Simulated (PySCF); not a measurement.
**BrGeH₅OSi: electronic excitations and core binding energies**

What electronic excitations and core binding energies should BrGeH₅OSi (`[GeH3][O][SiH2]Br`) show?

The runs use PySCF 2.14.0, with density-fitted response routines of our own; the level of theory stands in each step. All values are computed, except where a source is named. Atoms are numbered from 0 throughout.

## Step 1: The molecule as given

9 atoms, charge 0, multiplicity 1; geometry from: GFN2-xTB.

Bonds of the start (Å): Ge0–O1 1.75, O1–Si2 1.61, Si2–Br3 2.20, Ge0–H4 1.50, Ge0–H5 1.49, Ge0–H6 1.50, Si2–H7 1.45, Si2–H8 1.45.

## Step 2: Excited states and response: PBE0/def2-SVPD

The job: settings as JSON, then the geometry in Å.

```
{"job": {"kind": "uv", "xc": "PBE0", "basis": "def2-SVPD", "nstates": 8, "ntriplets": 3}, "charge": 0, "multiplicity": 1}
Ge    -1.609086     0.301388     0.044263
O     -0.109703    -0.607000     0.081772
Si     1.493921    -0.533319    -0.035816
Br     2.094404     1.586219    -0.111519
H     -1.846252     0.621996    -1.399558
H     -2.577246    -0.679883     0.620476
H     -1.379711     1.517289     0.885942
H      2.046291    -1.080850     1.188674
H      1.900943    -1.119847    -1.299414
```

Level: TDDFT PBE0/def2-SVPD, vertical, gas phase, core orbitals frozen in the response.

Command:

```console
OMP_NUM_THREADS=1 python probes_run.py task.json out
```

The driver reads the jobs from task.json and runs them one after another.

Standard output:

```text
coarse grid: 38704 points
cycle   1  E = -5017.3755140270  dE = -1.307e+00  |g| = 8.282e-01  |ddm| = 3.925e+00
cycle   2  E = -5017.0914376189  dE =  2.841e-01  |g| = 1.453e+00  |ddm| = 2.227e+00
cycle   3  E = -5017.4883034642  dE = -3.969e-01  |g| = 1.539e-01  |ddm| = 1.547e+00
cycle   4  E = -5017.4926187759  dE = -4.315e-03  |g| = 4.841e-02  |ddm| = 2.604e-01
cycle   5  E = -5017.4929240968  dE = -3.053e-04  |g| = 7.022e-03  |ddm| = 5.125e-02
cycle   6  E = -5017.4929295834  dE = -5.487e-06  |g| = 9.852e-04  |ddm| = 9.361e-03
final grid: 76112 points
cycle   7  E = -5017.4928370686  dE =  3.687e-08  |g| = 1.119e-03  |ddm| = 4.603e-03
cycle   8  E = -5017.4928368995  dE =  1.691e-07  |g| = 1.420e-03  |ddm| = 3.598e-03
cycle   9  E = -5017.4928373345  dE = -4.350e-07  |g| = 2.061e-04  |ddm| = 2.000e-03
cycle  10  E = -5017.4928373424  dE = -7.889e-09  |g| = 8.152e-06  |ddm| = 2.080e-04
cycle  11  E = -5017.4928373424  dE = -7.276e-12  |g| = 1.835e-06  |ddm| = 1.773e-05
converged SCF energy = -5017.4928373424

Static polarisability (au): isotropic 77.568, principal 68.503 77.405 86.796

Singlet excitations
state   eV       nm        f      main configurations
  1   6.7641    183.3   0.00050   H->L 0.88
  2   7.0727    175.3   0.01307   H->L+1 0.75, H->L+2 0.18
  3   7.1577    173.2   0.01625   H-1->L 0.83, H-3->L 0.10
  4   7.2800    170.3   0.00026   H-2->L 0.87
  5   7.4057    167.4   0.03322   H-1->L+1 0.66, H-1->L+2 0.18, H-3->L 0.13
  6   7.5906    163.3   0.05816   H-3->L 0.63, H-1->L+1 0.11, H-1->L 0.09
  7   7.6053    163.0   0.02053   H->L+2 0.57, H->L+1 0.15, H->L+3 0.09
  8   7.8178    158.6   0.04927   H-2->L+1 0.69, H->L+3 0.18

Triplet excitations (Tamm-Dancoff, eV): 6.4975 6.7504 6.8380
```

Run time: 40 s. Hardware: 1 thread of Arm Neoverse N1, shared host; peak memory 0.73 GiB.

The orbitals next to the gap, with their largest atomic shares:

```
orbital     eV                         atoms
 HOMO−3  -9.12   O1 31 %, Br3 24 %, Ge0 14 %
 HOMO−2  -8.88   O1 39 %, Br3 22 %, Ge0 12 %
 HOMO−1  -8.50    Br3 80 %, O1 12 %, Si2 6 %
   HOMO  -8.22    Br3 60 %, Si2 14 %, H8 8 %
   LUMO  -0.27   Ge0 32 %, Si2 16 %, O1 11 %
 LUMO+1   0.14  Ge0 25 %, Br3 24 %, Si2 18 %
 LUMO+2   0.42  Ge0 24 %, Br3 22 %, Si2 18 %
```

With each of the 8 states as a Gaussian band of 0.4 eV half-width at 1/e, the curve within the window shown has maxima at 164 nm (ε 6,000) L/(mol cm). Beyond the last state computed it falls off for lack of states. The curve at chosen wavelengths:

| nm | ε (L/mol/cm) |
| --- | --- |
| 153 | 1772 |
| 155 | 2783 |
| 157 | 3896 |
| 159 | 4918 |
| 161 | 5661 |
| 163 | 6005 |
| 165 | 5931 |
| 166 | 5758 |
| 168 | 5209 |
| 170 | 4499 |
| 172 | 3742 |
| 174 | 3015 |
| 176 | 2360 |
| 178 | 1795 |
| 180 | 1326 |
| 182 | 948 |
| 184 | 655 |
| 186 | 436 |
| 188 | 281 |
| 189 | 222 |
| 191 | 136 |
| 193 | 80 |
| 195 | 46 |
| 197 | 26 |
| 199 | 14 |
| 201 | 8 |

Further results of this job:

```
           property  computed
  dipole moment (D)      1.67
polarisability (Å³)     11.49
 HOMO–LUMO gap (eV)      7.95
      −ε(HOMO) (eV)      8.22
```

## Step 3: Core-electron binding energies: SCAN, X2C

The job, as its differences from that of step 2:

```diff
@@ -1,2 +1,2 @@
-{"job": {"kind": "uv", "xc": "PBE0", "basis": "def2-SVPD", "nstates": 8, "ntriplets": 3}, "charge": 0, "multiplicity": 1}
+{"job": {"kind": "xps"}, "charge": 0, "multiplicity": 1}
 Ge    -1.609086     0.301388     0.044263
```

With the program's defaults for keys left out, this is: delta-SCF UKS SCAN, pcX-2 on the ionised atom, pcseg-1 elsewhere, spin-free X2C.

Standard output:

```text
ground state, core basis on atom 1 (O), 142 functions
  cycle   1  E = -5060.85576845  |g| = 9.32e-01
  cycle   2  E = -5060.12605442  |g| = 2.10e+00
  cycle   3  E = -5060.99589791  |g| = 1.94e-01
  cycle   4  E = -5061.00395992  |g| = 8.69e-02
  cycle   5  E = -5061.00639969  |g| = 1.63e-02
  cycle   6  E = -5061.00647553  |g| = 6.70e-03
  cycle   7  E = -5061.00648777  |g| = 1.18e-03
  cycle   8  E = -5061.00648923  |g| = 1.63e-04
  E(ground) = -5061.31354462 Eh
hole in O 1s of atom 1
  cycle   1  E = -5040.41056303  |g| = 2.24e+00
  cycle   2  E = -5039.83434633  |g| = 2.25e+00
  cycle   3  E = -5041.17471582  |g| = 4.35e-01
  cycle   4  E = -5041.22016306  |g| = 2.09e-01
  cycle   5  E = -5041.24897360  |g| = 5.47e-02
  cycle   6  E = -5041.25082049  |g| = 8.55e-03
  cycle   7  E = -5041.25086109  |g| = 2.38e-03
  cycle   8  E = -5041.25086458  |g| = 7.26e-04
  cycle   9  E = -5041.25086338  |g| = 1.80e-04
  E(ion) = -5041.55861931 Eh   <S^2> = 0.7623   hole on atom = 1.000   binding energy = 537.559 eV
ground state, core basis on atom 2 (Si), 153 functions
  cycle   1  E = -5061.07040938  |g| = 3.09e-01
  cycle   2  E = -5061.06413909  |g| = 2.19e-01
  cycle   3  E = -5061.06552744  |g| = 1.95e-01
  cycle   4  E = -5061.07276105  |g| = 2.05e-02
  cycle   5  E = -5061.07284545  |g| = 4.06e-03
  cycle   6  E = -5061.07284908  |g| = 5.41e-04
  cycle   7  E = -5061.07284955  |g| = 1.07e-04
  E(ground) = -5061.34339902 Eh
hole in Si 1s of atom 2
  cycle   1  E = -4992.10443227  |g| = 4.35e+00
  cycle   2  E = -4991.79704338  |g| = 2.33e+00
  cycle   3  E = -4992.47377793  |g| = 9.92e-01
  cycle   4  E = -4993.09208408  |g| = 3.28e-01
  cycle   5  E = -4993.15731261  |g| = 6.02e-02
  cycle   6  E = -4993.15905395  |g| = 2.27e-02
  cycle   7  E = -4993.15933270  |g| = 1.31e-02
  cycle   8  E = -4993.15939835  |g| = 4.98e-03
  cycle   9  E = -4993.15940938  |g| = 8.56e-04
  cycle  10  E = -4993.15940526  |g| = 2.29e-04
  E(ion) = -4993.43589260 Eh   <S^2> = 0.7522   hole on atom = 1.000   binding energy = 1847.857 eV
hole in Si 2p of atom 2
  cycle   1  E = -5056.76977487  |g| = 1.24e+00
  cycle   2  E = -5056.37537170  |g| = 1.31e+00
  cycle   3  E = -5056.97829228  |g| = 4.07e-01
  cycle   4  E = -5057.08876308  |g| = 9.33e-02
  cycle   5  E = -5057.09379959  |g| = 2.13e-02
  cycle   6  E = -5057.09398701  |g| = 1.25e-02
  cycle   7  E = -5057.09402559  |g| = 6.49e-03
  cycle   8  E = -5057.09404008  |g| = 8.26e-04
  cycle   9  E = -5057.09404274  |g| = 1.91e-04
  E(ion) = -5057.37427370 Eh   <S^2> = 0.7519   hole on atom = 1.003   binding energy = 108.005 eV
  2p3/2 = 107.851 eV   2p1/2 = 108.481 eV
```

Wall time 33 s (1 thread of Arm Neoverse N1, shared host); peak memory 0.45 GiB.

Binding energies by hole, beside the orbital energy of the ground state; the difference holds orbital relaxation and, for a density functional, its self-interaction error:

```
       hole  stands for                   environment  ΔSCF (eV; 2p as the shell's mean)  −ε (eV)   ⟨S²⟩
  O1s on O1          O1       oxygen bonded to Ge, Si                             537.56    516.4  0.762
Si1s on Si2         Si2  silicon bonded to Br, O, 2 H                            1847.86   1794.5  0.752
Si2p on Si2         Si2  silicon bonded to Br, O, 2 H                             108.06     97.2  0.752
```

With the spin-orbit splitting: Si2 2p3/2 107.85, 2p1/2 108.48 eV. The table gives each 2p level as the mean over the whole 2p shell (two parts 2p3/2, one part 2p1/2), which differs a little from the single hole in the log.

## Step 4: What came out

| quantity | value |
| --- | --- |
| lowest singlet (PBE0/def2-SVPD) | 6.76 eV (183 nm), f = 0.001 |
| brightest single state of those computed | state 6, 7.59 eV, f = 0.058 |
| lowest triplet | 6.50 eV |
| O1s binding energies, SCAN/pcX-2 | O1 537.56 eV |
| Si1s binding energies, SCAN/pcX-2 | Si2 1847.86 eV |
| Si2p binding energies, SCAN/pcX-2 | Si2 108.06 eV |

**Reading.** The lowest singlet, at 6.76 eV, is HOMO→LUMO 0.88 and is dark; of the 8 states computed, the strongest absorption comes from states 6 to 7 together at 7.59 eV (the last state computed is bright too, and its partners may lie past the list). The lowest triplet lies 0.27 eV below the lowest singlet (triplets in Tamm-Dancoff, singlets in full TDDFT).
